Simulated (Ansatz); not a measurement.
Molecular dynamics of Cs5Ga2O6, charge -1

Input file:

```yaml
crystal:
  lattice:
    - [3.867129, -6.067405, 0.0]
    - [3.867129, 6.067405, 0.0]
    - [-1.961139, 0.0, 6.976116]
  atoms:
    - { symbol: Cs, position: [0.63624216, 0.62185877, 0.34379524] }
    - { symbol: Cs, position: [0.1857463, 0.78812685, 0.49772821] }
    - { symbol: Cs, position: [0.27094971, 0.77497226, 0.02117194] }
    - { symbol: Cs, position: [0.7448878, 0.25800264, -0.00289452] }
    - { symbol: Cs, position: [0.35651228, 0.36293543, 0.6555471] }
    - { symbol: Ga, position: [0.83191386, 0.81015197, 0.85440944] }
    - { symbol: Ga, position: [0.15357026, 0.15425804, 0.12220655] }
    - { symbol: O, position: [0.90576833, 0.89288268, 0.11321621] }
    - { symbol: O, position: [0.81036772, 0.58009968, 0.74985602] }
    - { symbol: O, position: [0.59260541, 0.80023416, 0.71860144] }
    - { symbol: O, position: [0.34368827, 0.14430021, 0.2961103] }
    - { symbol: O, position: [0.18222736, 0.42965033, 0.20619866] }
    - { symbol: O, position: [0.09162357, 0.03270028, 0.84404302] }
total_charge: -1
basis:
  ecutwfc: 420.0
kpoints:
  mp_grid: { grid: [2, 2, 1] }
hamiltonian:
  xc: pbesol
scf:
  occupations: { method: fermi_dirac, width: 0.05 }
  lower_state_search: "off"
md:
  timestep: 1
  n_steps: 390
  ensemble: nvt_langevin
  temperature: 650.0
  initial_velocities: maxwell_boltzmann
  seed: 474977
  friction: 0.05
```

Launched with:

```bash
$ ansatz run input.yaml --threads 1 --pin off --max-ram 3072MiB --backend cpu --events-out ev --progress --plain --runs-dir out
```

It goes on from the last frame of an earlier run, with new velocities.

Output, in part (step lines):

```
md step     0: t =     0.00 fs  T =   600.0 K  F+E_penalty+E_count = -38778.09729444 eV  E_kin = 1.008228 eV  (13 SCF iters)
md step     1: t =     1.00 fs  T =   603.0 K  F+E_penalty+E_count = -38778.15445966 eV  E_kin = 1.013198 eV  (8 SCF iters)
md step     2: t =     2.00 fs  T =   651.2 K  F+E_penalty+E_count = -38778.23289703 eV  E_kin = 1.094332 eV  (9 SCF iters)
md step     3: t =     3.00 fs  T =   763.4 K  F+E_penalty+E_count = -38778.32250462 eV  E_kin = 1.282799 eV  (9 SCF iters)
md step     4: t =     4.00 fs  T =   890.6 K  F+E_penalty+E_count = -38778.41075418 eV  E_kin = 1.496575 eV  (9 SCF iters)
md step     5: t =     5.00 fs  T =   988.4 K  F+E_penalty+E_count = -38778.49603274 eV  E_kin = 1.660920 eV  (6 SCF iters)
md step     6: t =     6.00 fs  T =  1019.4 K  F+E_penalty+E_count = -38778.56874372 eV  E_kin = 1.713030 eV  (6 SCF iters)
md step     7: t =     7.00 fs  T =  1068.3 K  F+E_penalty+E_count = -38778.62466120 eV  E_kin = 1.795143 eV  (7 SCF iters)
[... lines left out ...]
md step   389: t =   389.00 fs  T =   925.4 K  F+E_penalty+E_count = -38778.75808655 eV  E_kin = 1.555095 eV  (7 SCF iters)
md step   390: t =   390.00 fs  T =   877.6 K  F+E_penalty+E_count = -38778.77831850 eV  E_kin = 1.474651 eV  (8 SCF iters)
```

The steps, from the saved trajectory:

| time (fs) | T (K) | potential energy less start (eV) |
| --- | --- | --- |
| 0.0 | 600 | 0.000 |
| 13.0 | 764 | -0.649 |
| 26.0 | 466 | -0.472 |
| 39.0 | 327 | -0.635 |
| 52.0 | 407 | -0.541 |
| 65.0 | 570 | -0.545 |
| 78.0 | 809 | -0.598 |
| 91.0 | 856 | -0.731 |
| 104.0 | 871 | -0.816 |
| 117.0 | 553 | -0.498 |
| 130.0 | 390 | -0.556 |
| 143.0 | 468 | -0.657 |
| 156.0 | 478 | -0.726 |
| 169.0 | 633 | -0.734 |
| 182.0 | 613 | -0.773 |
| 195.0 | 618 | -0.660 |
| 208.0 | 387 | -0.557 |
| 221.0 | 460 | -0.428 |
| 234.0 | 636 | -0.521 |
| 247.0 | 370 | -0.684 |
| 260.0 | 568 | -0.688 |
| 273.0 | 671 | -0.655 |
| 286.0 | 626 | -0.576 |
| 299.0 | 565 | -0.636 |
| 312.0 | 540 | -0.534 |
| 325.0 | 644 | -0.499 |
| 338.0 | 570 | -0.476 |
| 351.0 | 450 | -0.595 |
| 364.0 | 480 | -0.559 |
| 377.0 | 564 | -0.460 |
| 390.0 | 878 | -0.681 |

The run went to its last step. The mean temperature of the second half is 13 % below the set value. A run of 0.39 ps of so small a system gives no equilibrium averages. Limits of this set-up: coarse k mesh, charged cell in a uniform background, uncorrected.

Mean squared displacements from the first frame to the last, about the centre of mass: Cs 0.08 Å², Ga 0.04 Å², O 0.16 Å².

Last frame:

```xyz
13
Lattice="3.8671 -6.0674 0.0000 3.8671 6.0674 0.0000 -1.9611 0.0000 6.9761" Properties=species:S:1:pos:R:3
Cs 4.267 -0.173 2.521
Cs 2.688 3.437 3.821
Cs 4.216 2.682 0.227
Cs 3.787 -2.969 -0.313
Cs 1.634 -0.124 4.504
Ga 4.971 -0.208 5.962
Ga 1.146 -0.034 1.010
O 6.994 0.348 0.843
O 4.174 -1.812 5.399
O 4.245 1.224 5.022
O 1.668 -1.617 1.958
O 1.887 1.438 1.879
O -0.827 -0.581 5.964
```

Run time: 36 min on 1 thread of Arm Neoverse V1, with other jobs on the host, peak memory 0.66 GiB.
